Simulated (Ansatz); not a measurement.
# LaAl15N16: the cost of one run

Method: DFT, PBE, plane-wave PAW, default files, scalar-relativistic, as far as a step names no other, in Ansatz 0.2.0.

The COD entry's cell or inner coordinates are ideal or old and differ from later refinements, so a difference from it is no clean test against experiment.

## 1. The system as given

Symmetry: P3m1, No. 156, trigonal system. The conventional cell has a = 6.226 Å, b = 6.226 Å, c = 9.962 Å, α = 90.00°, β = 90.00°, γ = 120.00°. La (site symmetry 3m) is surrounded by 4 N at 1.89 Å. Around Al (site symmetry 3m) lie 4 N at 1.89 Å. Al (site symmetry m) is surrounded by 4 N at 1.89 Å. Only part of the 16 independent sites is listed.

Coordinates:

```cif
data_structure
_symmetry_space_group_name_H-M 'P3m1'
_symmetry_Int_Tables_number 156
_cell_length_a 6.2260
_cell_length_b 6.2260
_cell_length_c 9.9620
_cell_angle_alpha 90.000
_cell_angle_beta 90.000
_cell_angle_gamma 120.000
_cell_volume 334.42
loop_
_atom_site_label
_atom_site_type_symbol
_atom_site_symmetry_multiplicity
_atom_site_Wyckoff_symbol
_atom_site_fract_x
_atom_site_fract_y
_atom_site_fract_z
_atom_site_occupancy
La1 La 1 a 0.00000 0.00000 0.00000 1
Al1 Al 1 a 0.00000 0.00000 0.50000 1
Al2 Al 3 d 0.00000 0.50000 0.00000 1
Al3 Al 3 d 0.00000 0.50000 0.50000 1
Al4 Al 3 d 0.16667 0.83333 0.25000 1
Al5 Al 3 d 0.16667 0.83333 0.75000 1
Al6 Al 1 c 0.66667 0.33333 0.25000 1
Al7 Al 1 c 0.66667 0.33333 0.75000 1
N1 N 1 a 0.00000 0.00000 0.19000 1
N2 N 1 a 0.00000 0.00000 0.69000 1
N3 N 3 d 0.00000 0.50000 0.19000 1
N4 N 3 d 0.00000 0.50000 0.69000 1
N5 N 3 d 0.16667 0.83333 0.44000 1
N6 N 3 d 0.16667 0.83333 0.94000 1
N7 N 1 c 0.66667 0.33333 0.44000 1
N8 N 1 c 0.66667 0.33333 0.94000 1
```

Atom 1 of the input is the impurity.

## 2. Single point at the given positions

input.yaml

```yaml
crystal:
  lattice:
    - [6.226, 0.0, 0.0]
    - [-3.113, 5.391874164, 0.0]
    - [0.0, 0.0, 9.962]
  atoms:
    - { symbol: La, position: [0.1666666666, 0.3333333334, 0.0] }
    - { symbol: Al, position: [0.1666666666, 0.3333333334, 0.5] }
    - { symbol: Al, position: [0.1666666666, 0.8333333334, 0.0] }
    - { symbol: Al, position: [0.1666666666, 0.8333333334, 0.5] }
    - { symbol: Al, position: [0.6666666666, 0.3333333334, 0.0] }
    - { symbol: Al, position: [0.6666666666, 0.3333333334, 0.5] }
    - { symbol: Al, position: [0.6666666666, 0.8333333334, 0.0] }
    - { symbol: Al, position: [0.6666666666, 0.8333333334, 0.5] }
    - { symbol: Al, position: [0.3333333334, 0.1666666666, 0.25] }
    - { symbol: Al, position: [0.3333333334, 0.1666666666, 0.75] }
    - { symbol: Al, position: [0.3333333334, 0.6666666666, 0.25] }
    - { symbol: Al, position: [0.3333333334, 0.6666666666, 0.75] }
    - { symbol: Al, position: [0.8333333334, 0.1666666666, 0.25] }
    - { symbol: Al, position: [0.8333333334, 0.1666666666, 0.75] }
    - { symbol: Al, position: [0.8333333334, 0.6666666666, 0.25] }
    - { symbol: Al, position: [0.8333333334, 0.6666666666, 0.75] }
    - { symbol: "N", position: [0.1666666666, 0.3333333334, 0.19] }
    - { symbol: "N", position: [0.1666666666, 0.3333333334, 0.69] }
    - { symbol: "N", position: [0.1666666666, 0.8333333334, 0.19] }
    - { symbol: "N", position: [0.1666666666, 0.8333333334, 0.69] }
    - { symbol: "N", position: [0.6666666666, 0.3333333334, 0.19] }
    - { symbol: "N", position: [0.6666666666, 0.3333333334, 0.69] }
    - { symbol: "N", position: [0.6666666666, 0.8333333334, 0.19] }
    - { symbol: "N", position: [0.6666666666, 0.8333333334, 0.69] }
    - { symbol: "N", position: [0.3333333334, 0.1666666666, 0.44] }
    - { symbol: "N", position: [0.3333333334, 0.1666666666, 0.94] }
    - { symbol: "N", position: [0.3333333334, 0.6666666666, 0.44] }
    - { symbol: "N", position: [0.3333333334, 0.6666666666, 0.94] }
    - { symbol: "N", position: [0.8333333334, 0.1666666666, 0.44] }
    - { symbol: "N", position: [0.8333333334, 0.1666666666, 0.94] }
    - { symbol: "N", position: [0.8333333334, 0.6666666666, 0.44] }
    - { symbol: "N", position: [0.8333333334, 0.6666666666, 0.94] }
kpoints:
  mp_grid: { grid: [4, 4, 2] }
scf:
  occupations: { method: fermi_dirac, width: 0.01 }
hamiltonian:
  xc: pbe
  pseudopotentials: { kind: paw }
output:
  forces: true
  stress: true
  populations: true
  efg:
    quadrupole_moments_barn: { La: 0.206, Al: 0.1466, "N": 0.02044 }
    contact_densities: true
```

Started as:

```
ansatz run input.yaml --threads 1 --pin off --max-ram 3072MiB --backend cpu --events-out ev --progress --plain --runs-dir out
```

What time and memory should one allow on 1 thread of Arm Neoverse V2, shared host?

About 34 s, with a peak of 0.68 GiB.
